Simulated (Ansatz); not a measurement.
**CH5AlBFO: a ladder of functionals and wavefunction methods**

Aim: compute CH5AlBFO with functionals from several rungs and with coupled cluster, and see how far each lands from CCSD(T) at the basis-set limit for the atomisation energy.

The runs use Ansatz 0.2.0, Gaussian basis; functionals in def2-TZVPP, the program's frozen cores in correlated methods.

Levels to be run: LDA (SPW92), PBE-D4, revPBE-D4, BLYP-D4, r2SCAN-D4, B97M-V, PBE0-D4, B3LYP-D4, r2SCANh-D4, r2SCAN0-D4, HSE06-D4, BHLYP-D4, CAM-B3LYP-D4, LC-ωPBE, ωB97X-V, ωB97M-V, B2PLYP, PBE-QIDH; CCSD(T)/def2-SVP; CCSD(T)/def2-TZVPP; MP2/def2-QZVPP; extrapolation to the limit; RPA on PBE.

## 1. The relaxed structure

All runs share one geometry, relaxed beforehand with PBE0-D4 in a triple-zeta def2 set.

10 atoms, charge 0, spin multiplicity 1.

Atoms are counted from 1 here; the program's logs count them from 0.

Bond lengths: C1–B2 1.548 Å, C1–H6 1.091 Å, C1–H7 1.093 Å, C1–H8 1.108 Å, B2–Al3 2.136 Å, B2–H9 1.201 Å, Al3–O4 1.695 Å, Al3–F5 1.657 Å, O4–H10 0.956 Å. Angles: B2–C1–H6 116.9°, B2–C1–H7 115.2°, B2–C1–H8 101.4°, H6–C1–H7 110.7°, H6–C1–H8 105.7°, H7–C1–H8 105.2°, C1–B2–Al3 121.9°, C1–B2–H9 118.1°, Al3–B2–H9 119.9°, B2–Al3–O4 119.3°, B2–Al3–F5 123.4°, O4–Al3–F5 117.3°, Al3–O4–H10 124.1°.

Geometry (Å):

```xyz
10

C    -0.7813    0.5597    1.3877
B     0.0293    1.0041    0.1455
Al    0.8035   -0.4066   -1.2593
O     0.5702   -2.0623   -0.9847
F     1.6390    0.0281   -2.6231
H    -0.6445   -0.4688    1.7234
H    -0.7513    1.2506    2.2341
H    -1.8194    0.6152    1.0039
H     0.1532    2.1812   -0.0572
H     0.8842   -2.7525   -1.5673
```

## 2. LDA

This LDA is Slater exchange with PW92 correlation.

Contents of in.yaml:

```yaml
crystal:
  periodic: [false, false, false]
  atoms:
    - {symbol: C, position_ang: [-0.781295, 0.559744, 1.387687]}
    - {symbol: B, position_ang: [0.029315, 1.004149, 0.145482]}
    - {symbol: Al, position_ang: [0.803541, -0.406550, -1.259327]}
    - {symbol: O, position_ang: [0.570232, -2.062321, -0.984700]}
    - {symbol: F, position_ang: [1.639035, 0.028143, -2.623123]}
    - {symbol: H, position_ang: [-0.644513, -0.468771, 1.723430]}
    - {symbol: H, position_ang: [-0.751308, 1.250563, 2.234125]}
    - {symbol: H, position_ang: [-1.819420, 0.615209, 1.003944]}
    - {symbol: H, position_ang: [0.153214, 2.181234, -0.057177]}
    - {symbol: H, position_ang: [0.884198, -2.752500, -1.567341]}
basis:
  gaussian: {orbitals: def2-TZVPP}
hamiltonian: {xc: lda}
output: {orbitals: {seedname: orbitals}}
```

After this run come: PBE-D4 (GGA); revPBE-D4 (GGA); BLYP-D4 (GGA); r2SCAN-D4 (meta-GGA); B97M-V (meta-GGA); PBE0-D4 (hybrid); B3LYP-D4 (hybrid); r2SCANh-D4 (hybrid); r2SCAN0-D4 (hybrid); HSE06-D4 (hybrid); BHLYP-D4 (hybrid); CAM-B3LYP-D4 (range-separated); LC-ωPBE (range-separated); ωB97X-V (range-separated); ωB97M-V (range-separated); B2PLYP (double hybrid); PBE-QIDH (double hybrid); CCSD(T) in def2-SVP; CCSD(T) in def2-TZVPP; MP2 in def2-QZVPP; RPA on PBE orbitals.

**Question.** What will the summary of the whole plan be? Wanted: atomisation energy, CCSD(T)/CBS; farthest beyond LDA; mean size of error, GGA; mean size of error, meta-GGA; mean size of error, hybrid; mean size of error, range-separated; mean size of error, double hybrid; gap, smallest and largest; T1 diagnostic.

The runs gave:

| quantity | value |
| --- | --- |
| atomisation energy, CCSD(T)/CBS | 39.399 eV |
| functionals within 0.197 eV (0.5 %) | BLYP-D4, r2SCAN-D4, B97M-V, B3LYP-D4, r2SCANh-D4, CAM-B3LYP-D4, LC-ωPBE, ωB97X-V, ωB97M-V |
| farthest beyond LDA | BHLYP-D4 (-1.202 eV) |
| mean size of error, GGA | 0.401 eV |
| mean size of error, meta-GGA | 0.090 eV |
| mean size of error, hybrid | 0.419 eV |
| mean size of error, range-separated | 0.067 eV |
| mean size of error, double hybrid | 0.371 eV |
| gap, smallest and largest | 3.08 eV (LDA (SPW92)), 10.30 eV (LC-ωPBE) |
| T1 diagnostic | 0.0123 |
| triples share of the correlation energy | 3.2 % |

**Reading.** LDA overbinds by 5.083 eV (13 %). PBE-D4 is off by +0.432 eV. Double hybrids carry the basis error of their MP2 part in triple zeta, and no dispersion term here, so their miss is partly the set-up's. The rungs range-separated, meta-GGA miss on average by less than the doubt on the reference (0.197 eV), so they tie. The reference freezes the cores and leaves out relativity and excitations past (T), so misses under about 0.197 eV can't be ranked. Hartree-Fock recovers 75 % of the binding; the rest is correlation. CCSD(T) in def2-SVP is off by -2.176 eV, which most functionals beat. Orbital gaps span 3.1 to 10.3 eV; exact exchange widens them.
